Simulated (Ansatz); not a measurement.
# SiO (Pm-3m) in Ansatz: further runs, part 2 of 2

Ansatz 0.2.0. Earlier steps stand in the parts before.

## 3. Relaxation of cell and atoms, PBEsol, target pressure 2 GPa, at which the enthalpy is minimised

Contents of input.yaml:

```yaml
crystal:
  lattice:
    - [2.80697, 0.0, 0.0]
    - [0.0, 2.80697, 0.0]
    - [0.0, 0.0, 2.80697]
  atoms:
    - { symbol: Si, position: [0.0, 0.0, 0.0] }
    - { symbol: O, position: [0.5, 0.5, 0.5] }
hamiltonian:
  xc: pbesol
  pseudopotentials: { kind: paw }
kpoints:
  mp_grid: { grid: [9, 9, 9] }
scf:
  occupations: { method: fermi_dirac, width: 0.05 }
output:
  forces: true
  stress: true
  eigenvalues: true
  write_density: true
  write_potential: true
  elf: true
  volumetric_format: npy
relax:
  f_tol: 0.01
  max_steps: 40
  cell: { stress_tol: 0.05, p_target: 2.0 }
```

Potentials or basis: Ansatz PAW.

Launch:

```
ansatz run input.yaml --threads 2 --pin off --max-ram 5632MiB --backend cpu --events-out ev --progress --plain --runs-dir out
```

Output:

```text
Warning: RAYON_NUM_THREADS=2 ignored (pool sized by the plan → 2); use --threads N
Engine: ansatz 0.2.0, x86_64-unknown-linux-gnu
Pseudopotentials: kind: paw
Pseudopotential: Si, paw, valence charge 4, recommended cutoff 420 eV (normal), Si.paw.azcp
Pseudopotential: O, paw, valence charge 6, recommended cutoff 420 eV (normal), O.paw.azcp
Functional definition: PBEsol
  exchange = pbesol_x
  correlation = pbesol_c
Crystal: 2 atoms, lattice volume = 22.116 Å³
Basis set: ecut = 420 eV, 461 PW (Γ), exchange–correlation on 40×40×40 points (8 copies of the dense FFT grid, shifted against one another)
Bands: 9, of which v1, the nominal top of the filled ones, is band 5 counted from 1 (4 counted from 0)
Symmetry: 48 space group operations
Space group: Pm-3m (ITA 221), of the structure as read, at distance tolerance 2.8e-5 Å
k-points: 35 of 729
Non-local potential: Si, projectors of the file, l = 0: 2, l = 1: 2, l = 2: 2
Non-local potential: O, projectors of the file, l = 0: 2, l = 1: 2, l = 2: 1
PAW form: soft (Blöchl's): semilocal exchange-correlation on the pseudo side does not see the compensation charge
PAW frozen core: Si, regenerated for the run's functional, and the local potential with it (the file was generated under x = pbe(κ = 0.804, μ = 0.2195149727645171), c = pbe(β = 0.06672455060314922))
PAW frozen core: O, regenerated for the run's functional, and the local potential with it (the file was generated under x = pbe(κ = 0.804, μ = 0.2195149727645171), c = pbe(β = 0.06672455060314922))
PAW one-centre angular grid: Si, 110 points (default); XC on 64 Gauss nodes
PAW one-centre angular grid: O, 110 points (default); XC on 64 Gauss nodes
Initial density: superposition of atomic densities (neutral atoms: chi_scale 0, normalization atom), corrected by the library's trained network
Initial wavefunctions: pseudopotential atomic-orbital guess
Functional: x = pbesol(κ = 0.804, μ = 0.12345679012345678), c = pbesol(β = 0.046)
SCF iter   1: F=—  HF=-1180.024401 eV  |F-HF|=—  |Δ(HF+E_count)|=         —  Δρ=4.56e-3  dr2=2.47e-3  ethr=1.77e-3  ⟨swp⟩=6.2  Hψ=2253  notcnv=0
preconditioner: auto → none  [insulator: Δε(μ)=0.253 eV  Ē_g=13.167 eV  σ=0.050 eV  W_gap=0.66  n_scr=6 (ndim 8)  ℏωp=25.0 eV  f_vac=0.000  D(μ)=0.32/eV (n_scr^D=0)  ε∞_Penn≈4.6]
SCF iter   2: F=—  HF=-1180.023153 eV  |F-HF|=—  |Δ(HF+E_count)|=   1.25e-3  Δρ=2.05e-3  dr2=5.14e-4  ethr=2.47e-5  ⟨swp⟩=2.3  Hψ=730  notcnv=0
SCF iter   3: F=—  HF=-1180.023081 eV  |F-HF|=—  |Δ(HF+E_count)|=   7.20e-5  Δρ=4.46e-4  dr2=2.78e-5  ethr=5.14e-6  ⟨swp⟩=2.8  Hψ=500  notcnv=0
SCF iter   4: F=—  HF=-1180.023037 eV  |F-HF|=—  |Δ(HF+E_count)|=   4.44e-5  Δρ=8.16e-5  dr2=9.95e-7  ethr=2.78e-7  ⟨swp⟩=2.1  Hψ=474  notcnv=0
iter 5 did not close the SCF: its close was put off for the readings that it lacked (scf_convergence_deferred on its scf_iter line)
SCF iter   5: F=-1180.023037 eV  HF=-1180.023037 eV  |F-HF|=3.14e-8  |Δ(HF+E_count)|=   2.32e-8  Δρ=1.43e-5  dr2=3.79e-8  ethr=9.95e-9  ⟨swp⟩=1.5  Hψ=363  notcnv=0
[... 80 lines left out ...]
basis re-selected at this cell: Δ(F+E_penalty+E_count) = +3.264e-5 eV, ΔP = -0.005 GPa vs the last step (what re-selecting the basis moved, of the pressure what is left beyond the Pulay correction that the steps carried, after the strain that the cell walked since its last selection, with what the two solves' SCF thresholds leave and, on support functions, any second-order correction that the steps lacked; it is no measure of the basis error at this ecutwfc). This SCF's stress stands 4.24e-3 GPa from its target on what of the cell is left free (relax.cell.stress_tol is 5.00e-2 GPa) and its largest allowed force component is 2.79e-31 eV/Å (relax.f_tol is 1.00e-2 eV/Å): within both
SCF converged after 7 iterations
Free energy (F): -1180.033467 eV
Harris-Foulkes:  -1180.033467 eV  (|F-HF|=2.27e-13)
Internal energy: -1180.030102 eV  (E = F + TS)
E sigma→0 (E₀):  -1180.031785 eV
Entropy (-TS):   -0.003365 eV (-1.683 meV/atom)
Fermi energy:    10.282894 eV
--- Per-component energies (eV) ---
  E_band       = 25.627546
  E_kinetic    = 211.774990
  E_local      = -324.436527  (includes V_loc(G=0)·N_el)
  E_nonlocal   = 74.646373
  E_hartree    = 119.971202
  E_xc         = -127.982283
  E_vxc        = -140.745572  (∫ρ·V_xc dr)
  E_paw        = -648.771131  (= ΣΔE_a)
  E_vpaw       = -35.556446  (= ΣTr[D̂ρ^β])
  E_aug_tail   = 0.002323  (compensation charges beyond the density's cutoff)
  E_ewald      = -485.301898
  E_core_change = 0.066849  (= ΣΔE_core)
  E_smearing   = -0.003365  (= −TS)
  E_closure    = 0.000000  (closes the sum)
  Σ components = -1180.033467   (vs F -1180.033467, Δ=0.00e0)
--- Forces (eV/Å), atoms counted from 1 ---
  atom   1  Si     0.00000000     0.00000000    -0.00000000
  atom   2  O     -0.00000000    -0.00000000     0.00000000
  max |Σ_I F_I| component: 5.26e-31 eV/Å
--- Stress (GPa, compression-positive) ---
        1.995757      -0.000000      -0.000000
       -0.000000       1.995757      -0.000000
       -0.000000      -0.000000       1.995757
  P = ⅓ Tr σ = 1.9958 GPa (19.958 kbar)
--- Band table (eV; the first three rows and the last of 35) ---
  k-point 0: bands = ["-10.1433", "3.4227", "6.6499", "6.6499", "6.6499", "15.9496", "15.9496", "18.7612", "18.7612"]
  k-point 1: bands = ["-10.0166", "2.8570", "6.7360", "6.7360", "6.8505", "15.3929", "16.1539", "18.6154", "18.6154"]
  k-point 2: bands = ["-9.6680", "1.5654", "6.9643", "6.9643", "7.3895", "14.2018", "16.7453", "18.2059", "18.2059"]
  k-point 34: bands = ["-7.3309", "4.3836", "4.7180", "4.7180", "8.3476", "9.5386", "9.5386", "11.4868", "22.8628"]
--- Relaxed structure (4 steps of the walk, 4 accepted, 2 SCFs on fresh bases) ---
  F+E_penalty+E_count = -1180.03346739 eV   max|allowed force component| = 2.794e-31 eV/Å   (the final SCF, on the basis selected at the relaxed cell)
  cell:  # Å, volume = 21.0230 Å³
    - [2.7599320682564983, 3.2098832406453924e-35, 2.567906592516314e-34]
    - [2.8888949165808538e-34, 2.7599320682564983, 0.0]
    - [2.567906592516314e-34, 0.0, 2.7599320682564983]
  atoms:
    - { symbol: Si, position: [4.86004616106796e-35, 2.965749954708158e-48, 2.3563492790831942e-48] }
    - { symbol: O, position: [0.5, 0.5, 0.5] }
```

Run time: 1.3 s. Hardware: 2 threads of AMD EPYC 9R45 (Zen 5), shared host; peak memory 0.34 GiB.

Results:

- Free energy: -1180.0335 eV
- Relaxed volume: 10.51 Å³/atom
- Relaxed cell: a = 2.760 Å, b = 2.760 Å, c = 2.760 Å, α = 90.00°, β = 90.00°, γ = 90.00°
- Space group after relaxing (to 0.05 Å): Pm-3m (No. 221)
- Energy change on relaxing (the enthalpy is what falls): -5.2 meV/atom
- Ionic steps: 6
- Pressure after relaxing: 2.0 GPa
- Band gap on the k mesh: none (metal or under the smearing width)

The path:
```csv
step,energy change (eV),largest force (eV/Å),volume (Å³)
1,0.0000,0.0000,22.12
2,-0.0147,0.0000,21.18
3,-0.0139,0.0000,21.06
4,-0.0107,0.0000,21.06
5,-0.0105,0.0000,21.02
6,-0.0104,0.0000,21.02
```

Final structure:
```
Si O
1.0
     2.75993    0.00000    0.00000
     0.00000    2.75993    0.00000
     0.00000    0.00000    2.75993
Si O
1 1
Direct
  0.00000 0.00000 0.00000
  0.50000 0.50000 0.50000
```

Levels at points of the mesh, in eV from the Fermi level:
| k point | band 1 | band 2 | band 3 | band 4 | band 5 | band 6 | band 7 | band 8 | band 9 |
| --- | --- | --- | --- | --- | --- | --- | --- | --- | --- |
| (0.00, 0.00, 0.00) | -20.43 | -6.86 | -3.63 | -3.63 | -3.63 | 5.67 | 5.67 | 8.48 | 8.48 |

Caveat: the plane-wave basis is chosen anew once the cell has moved, so the energies of steps on either side of that aren't comparable; the pressure holds a Pulay correction of +0.6 GPa for the finite cutoff; the PAW data sets come from PBE, with cores solved anew for the run's functional, which leaves a small shift of forces and pressure.

## 4. Relaxation of cell and atoms, PBEsol, target pressure 5 GPa, at which the enthalpy is minimised

Changes to input.yaml since step 3:

```diff
@@ -26,2 +26,2 @@
   max_steps: 40
-  cell: { stress_tol: 0.05, p_target: 2.0 }
+  cell: { stress_tol: 0.05, p_target: 5.0 }
```

Launch:

```
ansatz run input.yaml --threads 2 --pin off --max-ram 5632MiB --backend cpu --events-out ev --progress --plain --runs-dir out
```

It took 1.6 s on 2 threads of AMD EPYC 9R45 (Zen 5), shared host; peak memory 0.34 GiB.

Results (log left out):

```yaml
Free_energy: -1180.0244 eV
Relaxed_volume: 10.31 Å³/atom
Relaxed_cell: a = 2.742 Å, b = 2.742 Å, c = 2.742 Å, α = 90.00°, β = 90.00°, γ = 90.00°
Space_group_after_relaxing_to_0.05_Å: Pm-3m (No. 221)
Energy_change_on_relaxing_the_enthalpy_is_what_falls: -0.7 meV/atom
Ionic_steps: 7
Pressure_after_relaxing: 5.0 GPa
Band_gap_on_the_k_mesh: none (metal or under the smearing width)
```

Step by step:
```csv
step,energy change (eV),largest force (eV/Å),volume (Å³)
1,0.0000,0.0000,22.12
2,-0.0098,0.0000,20.78
3,-0.0064,0.0000,20.65
4,-0.0067,0.0000,20.66
5,-0.0029,0.0000,20.66
6,-0.0016,0.0000,20.61
7,-0.0014,0.0000,20.61
```

Final structure:
```
Si O
1.0
     2.74176    0.00000    0.00000
     0.00000    2.74176    0.00000
     0.00000    0.00000    2.74176
Si O
1 1
Direct
  0.00000 0.00000 0.00000
  0.50000 0.50000 0.50000
```

Levels at points of the mesh, in eV from the Fermi level:
```
           k point  band 3  band 4  band 5  band 6  band 7  band 8
(0.00, 0.00, 0.00)   -3.74   -3.74   -3.74    5.62    5.62    8.66
```

Caveat: the plane-wave basis is chosen anew once the cell has moved, so the energies of steps on either side of that aren't comparable; the pressure holds a Pulay correction of +0.6 GPa for the finite cutoff; the PAW data sets come from PBE, with cores solved anew for the run's functional, which leaves a small shift of forces and pressure.

## 5. Relaxation of cell and atoms, PBEsol, target pressure 10 GPa, at which the enthalpy is minimised

Changes to input.yaml since step 4:

```diff
@@ -19,6 +19,2 @@
   eigenvalues: true
-  write_density: true
-  write_potential: true
-  elf: true
-  volumetric_format: npy
 relax:
@@ -26,2 +22,2 @@
   max_steps: 40
-  cell: { stress_tol: 0.05, p_target: 5.0 }
+  cell: { stress_tol: 0.05, p_target: 10.0 }
```

Potentials or basis: Ansatz PAW.

Launch:

```
ansatz run input.yaml --threads 2 --pin off --max-ram 5632MiB --backend cpu --events-out ev --progress --plain --runs-dir out
```

Output:

```text
Warning: RAYON_NUM_THREADS=2 ignored (pool sized by the plan → 2); use --threads N
Engine: ansatz 0.2.0, x86_64-unknown-linux-gnu
Pseudopotentials: kind: paw
Pseudopotential: Si, paw, valence charge 4, recommended cutoff 420 eV (normal), Si.paw.azcp
Pseudopotential: O, paw, valence charge 6, recommended cutoff 420 eV (normal), O.paw.azcp
Functional definition: PBEsol
  exchange = pbesol_x
  correlation = pbesol_c
Crystal: 2 atoms, lattice volume = 22.116 Å³
Basis set: ecut = 420 eV, 461 PW (Γ), exchange–correlation on 40×40×40 points (8 copies of the dense FFT grid, shifted against one another)
Bands: 9, of which v1, the nominal top of the filled ones, is band 5 counted from 1 (4 counted from 0)
Symmetry: 48 space group operations
Space group: Pm-3m (ITA 221), of the structure as read, at distance tolerance 2.8e-5 Å
k-points: 35 of 729
Non-local potential: Si, projectors of the file, l = 0: 2, l = 1: 2, l = 2: 2
Non-local potential: O, projectors of the file, l = 0: 2, l = 1: 2, l = 2: 1
PAW form: soft (Blöchl's): semilocal exchange-correlation on the pseudo side does not see the compensation charge
PAW frozen core: Si, regenerated for the run's functional, and the local potential with it (the file was generated under x = pbe(κ = 0.804, μ = 0.2195149727645171), c = pbe(β = 0.06672455060314922))
PAW frozen core: O, regenerated for the run's functional, and the local potential with it (the file was generated under x = pbe(κ = 0.804, μ = 0.2195149727645171), c = pbe(β = 0.06672455060314922))
PAW one-centre angular grid: Si, 110 points (default); XC on 64 Gauss nodes
PAW one-centre angular grid: O, 110 points (default); XC on 64 Gauss nodes
Initial density: superposition of atomic densities (neutral atoms: chi_scale 0, normalization atom), corrected by the library's trained network
Initial wavefunctions: pseudopotential atomic-orbital guess
Functional: x = pbesol(κ = 0.804, μ = 0.12345679012345678), c = pbesol(β = 0.046)
SCF iter   1: F=—  HF=-1180.024401 eV  |F-HF|=—  |Δ(HF+E_count)|=         —  Δρ=4.56e-3  dr2=2.47e-3  ethr=1.77e-3  ⟨swp⟩=6.2  Hψ=2253  notcnv=0
[... 108 lines left out ...]
--- Per-component energies (eV) ---
  E_band       = 30.948866
  E_kinetic    = 213.812497
  E_local      = -315.213550  (includes V_loc(G=0)·N_el)
  E_nonlocal   = 74.878343
  E_hartree    = 117.458022
  E_xc         = -128.704662
  E_vxc        = -141.698331  (∫ρ·V_xc dr)
  E_paw        = -648.948868  (= ΣΔE_a)
  E_vpaw       = -35.748459  (= ΣTr[D̂ρ^β])
  E_aug_tail   = 0.002323  (compensation charges beyond the density's cutoff)
  E_ewald      = -493.344113
  E_core_change = 0.066849  (= ΣΔE_core)
  E_smearing   = -0.003613  (= −TS)
  E_closure    = 0.000000  (closes the sum)
  Σ components = -1179.996773   (vs F -1179.996773, Δ=0.00e0)
--- Forces (eV/Å), atoms counted from 1 ---
  atom   1  Si    -0.00000000    -0.00000000    -0.00000000
  atom   2  O      0.00000000    -0.00000000     0.00000000
  max |Σ_I F_I| component: 2.97e-30 eV/Å
--- Stress (GPa, compression-positive) ---
        9.993434       0.000000       0.000000
        0.000000       9.993434      -0.000000
        0.000000      -0.000000       9.993434
  P = ⅓ Tr σ = 9.9934 GPa (99.934 kbar)
--- Band table (eV; the first three rows and the last of 35) ---
  k-point 0: bands = ["-9.8902", "4.3485", "7.1874", "7.1874", "7.1874", "16.6168", "16.6168", "20.0020", "20.0020"]
  k-point 1: bands = ["-9.7533", "3.6499", "7.2761", "7.2761", "7.4843", "16.2125", "16.8293", "19.8404", "19.8404"]
  k-point 2: bands = ["-9.3748", "2.1619", "7.5135", "7.5135", "8.1428", "15.1502", "17.4456", "19.3892", "19.3892"]
  k-point 34: bands = ["-6.7786", "4.7832", "5.1114", "5.1114", "9.2196", "10.2291", "10.2291", "12.5209", "23.9927"]
--- Relaxed structure (5 steps of the walk, 5 accepted, 2 SCFs on fresh bases) ---
  F+E_penalty+E_count = -1179.99677301 eV   max|allowed force component| = 1.405e-30 eV/Å   (the final SCF, on the basis selected at the relaxed cell)
  cell:  # Å, volume = 20.0116 Å³
    - [2.7149412265314443, -1.861732279574328e-33, -1.1555579666323415e-33]
    - [-1.6049416203226963e-33, 2.7149412265314443, 0.0]
    - [-1.2839532962581572e-34, 0.0, 2.7149412265314443]
  atoms:
    - { symbol: Si, position: [1.8868414507696151e-34, 4.38768486449974e-47, -6.500273873332949e-48] }
    - { symbol: O, position: [0.5, 0.5, 0.5] }
```

Run time: 1.4 s. Hardware: 2 threads of AMD EPYC 9R45 (Zen 5), shared host; peak memory 0.34 GiB.

What came out:

```
Free energy                                            : -1179.9968 eV
Relaxed volume                                         : 10.01 Å³/atom
Relaxed cell                                           : a = 2.715 Å, b = 2.715 Å, c = 2.715 Å, α = 90.00°, β = 90.00°, γ = 90.00°
Space group after relaxing (to 0.05 Å)                 : Pm-3m (No. 221)
Energy change on relaxing (the enthalpy is what falls) : +13.1 meV/atom
Ionic steps                                            : 7
Pressure after relaxing                                : 10.0 GPa
Band gap on the k mesh                                 : none (metal or under the smearing width)
```

Step by step:
| step | energy change (eV) | largest force (eV/Å) | volume (Å³) |
| --- | --- | --- | --- |
| 1 | 0.0000 | 0.0000 | 22.12 |
| 2 | 0.0149 | 0.0000 | 20.13 |
| 3 | 0.0190 | 0.0000 | 20.05 |
| 4 | 0.0185 | 0.0000 | 20.06 |
| 5 | 0.0232 | 0.0000 | 20.06 |
| 6 | 0.0261 | 0.0000 | 20.01 |
| 7 | 0.0263 | 0.0000 | 20.01 |

Final structure:
```cif
data_structure
_symmetry_space_group_name_H-M 'P 1'
_symmetry_Int_Tables_number 1
_cell_length_a 2.7149
_cell_length_b 2.7149
_cell_length_c 2.7149
_cell_angle_alpha 90.000
_cell_angle_beta 90.000
_cell_angle_gamma 90.000
_cell_volume 20.01
loop_
_atom_site_label
_atom_site_type_symbol
_atom_site_fract_x
_atom_site_fract_y
_atom_site_fract_z
_atom_site_occupancy
Si1 Si 0.00000 0.00000 0.00000 1
O1 O 0.50000 0.50000 0.50000 1
```

Caveat: the plane-wave basis is chosen anew once the cell has moved, so the energies of steps on either side of that aren't comparable; the pressure holds a Pulay correction of +0.6 GPa for the finite cutoff; the PAW data sets come from PBE, with cores solved anew for the run's functional, which leaves a small shift of forces and pressure.

## 6. The runs side by side

```csv
cell,target pressure (GPa),gap on the mesh (eV),pressure (GPa)
relaxed,0,none,0.0
relaxed to 2 GPa,2,none,2.0
relaxed to 5 GPa,5,none,5.0
relaxed to 10 GPa,10,none,10.0
```

Alike in all rows: task relaxation of cell and atoms; level PBEsol; potentials or basis Ansatz PAW; no spin polarisation; k mesh 9 × 9 × 9; cutoff (eV) 420; smearing fermi-dirac 0.05 eV.

Caveats: the plane-wave basis is chosen anew once the cell has moved, so the energies of steps on either side of that aren't comparable; the PAW data sets come from PBE, with cores solved anew for the run's functional, which leaves a small shift of forces and pressure.

Total energies depend on the potentials used, so only differences within one code and one set of settings carry meaning.
